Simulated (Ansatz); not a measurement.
**CH₄FNOSi: one species, many methods**

Aim: compute CH₄FNOSi with functionals from several rungs and with coupled cluster, and see how far each lands from CCSD(T) at the basis-set limit for the atomisation energy.

Computed with Ansatz 0.2.0, Gaussian basis. Level: functionals in def2-TZVPP, the program's frozen cores in correlated methods.

Plan: LDA (SPW92), PBE-D4, revPBE-D4, BLYP-D4, r2SCAN-D4, B97M-V, PBE0-D4, B3LYP-D4, r2SCANh-D4, r2SCAN0-D4, HSE06-D4, BHLYP-D4, CAM-B3LYP-D4, LC-ωPBE, ωB97X-V, ωB97M-V, B2PLYP, PBE-QIDH; CCSD(T)/def2-SVP; CCSD(T)/def2-TZVPP; MP2/def2-QZVPP; extrapolation to the limit; RPA on PBE.

### Step 1. Structure used throughout

The geometry comes from an earlier relaxation with PBE0-D4 in a triple-zeta def2 set; it is a stationary point, not always the lowest conformer.

SMILES `NC1(F)O[SiH2]1`, 9 atoms, charge 0, spin multiplicity 1.

Atoms are counted from 1 here; the program's logs count them from 0.

Bond lengths: N1–C2 1.397 Å, N1–H6 1.016 Å, N1–H7 1.011 Å, C2–F3 1.382 Å, C2–O4 1.415 Å, C2–Si5 1.820 Å, O4–Si5 1.681 Å, Si5–H8 1.477 Å, Si5–H9 1.478 Å. Angles: C2–N1–H6 110.9°, C2–N1–H7 111.4°, H6–N1–H7 109.7°, N1–C2–F3 113.3°, N1–C2–O4 113.5°, N1–C2–Si5 125.7°, F3–C2–O4 109.6°, F3–C2–Si5 119.0°, O4–C2–Si5 61.1°, C2–O4–Si5 71.4°, C2–Si5–O4 47.5°, C2–Si5–H8 121.5°, C2–Si5–H9 123.0°, O4–Si5–H8 115.8°, O4–Si5–H9 116.5°, H8–Si5–H9 114.1°.

### Step 2. LDA

This LDA is Slater exchange with PW92 correlation.

in.yaml

```yaml
crystal:
  periodic: [false, false, false]
  atoms:
    - {symbol: N, position_ang: [-0.472540, 0.840242, 1.135444]}
    - {symbol: C, position_ang: [-0.127613, 0.403549, -0.146174]}
    - {symbol: F, position_ang: [-0.110352, 1.417911, -1.084020]}
    - {symbol: O, position_ang: [-0.930651, -0.662771, -0.614135]}
    - {symbol: Si, position_ang: [0.666674, -1.183724, -0.548637]}
    - {symbol: H, position_ang: [-1.419214, 1.207951, 1.149974]}
    - {symbol: H, position_ang: [0.171585, 1.542797, 1.471341]}
    - {symbol: H, position_ang: [1.324524, -1.407965, -1.852194]}
    - {symbol: H, position_ang: [0.985989, -2.204190, 0.471401]}
basis:
  gaussian: {orbitals: def2-TZVPP}
hamiltonian: {xc: lda}
output: {orbitals: {seedname: orbitals}}
```

Command:

```bash
$ ansatz run in.yaml --threads 2 --pin off --events-out ev --progress --plain --max-ram 4352MiB
```

Further steps of the session: PBE-D4 (GGA); revPBE-D4 (GGA); BLYP-D4 (GGA); r2SCAN-D4 (meta-GGA); B97M-V (meta-GGA); B3LYP-D4 (hybrid); r2SCANh-D4 (hybrid); r2SCAN0-D4 (hybrid); HSE06-D4 (hybrid); BHLYP-D4 (hybrid); CAM-B3LYP-D4 (range-separated); LC-ωPBE (range-separated); ωB97X-V (range-separated); ωB97M-V (range-separated); B2PLYP (double hybrid); PBE-QIDH (double hybrid); CCSD(T) in def2-SVP; CCSD(T) in def2-TZVPP; MP2 in def2-QZVPP; RPA on PBE orbitals.

**Question.** What will the summary of the whole plan be? Wanted: atomisation energy, CCSD(T)/CBS; farthest beyond LDA; mean size of error, GGA; mean size of error, meta-GGA; mean size of error, hybrid; mean size of error, range-separated; mean size of error, double hybrid; gap, smallest and largest; T1 diagnostic.

As calculated:

```
                               quantity                                                               value
        atomisation energy, CCSD(T)/CBS                                                           33.640 eV
    functionals within 0.168 eV (0.5 %)  revPBE-D4, r2SCAN-D4, B97M-V, PBE0-D4, B3LYP-D4, HSE06-D4, LC-ωPBE
                    farthest beyond LDA                                                BHLYP-D4 (-1.642 eV)
                mean size of error, GGA                                                            0.487 eV
           mean size of error, meta-GGA                                                            0.074 eV
             mean size of error, hybrid                                                            0.478 eV
    mean size of error, range-separated                                                            0.191 eV
      mean size of error, double hybrid                                                            0.435 eV
              gap, smallest and largest                           4.38 eV (LDA (SPW92)), 11.46 eV (LC-ωPBE)
                          T1 diagnostic                                                              0.0140
triples share of the correlation energy                                                               3.8 %
```

**Reading.** LDA overbinds by 6.312 eV (19 %). PBE-D4 misses by +1.161 eV. Double hybrids carry the basis error of their MP2 part in triple zeta, and no dispersion term here, so their miss is partly the set-up's. Taken by rung, meta-GGA functionals do best (0.074 eV on average) and GGA ones worst beyond LDA (0.487 eV). Misses under about 0.168 eV are within the doubt on the reference itself, which lacks core-valence correlation, relativity and higher excitations. Hartree-Fock recovers 66 % of the binding; the rest is correlation. CCSD(T) in def2-SVP is off by -2.610 eV, more than most functionals: a good method in a small basis is no reference. The gap grows from 4.4 to 11.5 eV across the functionals, mostly with the share of exact exchange.
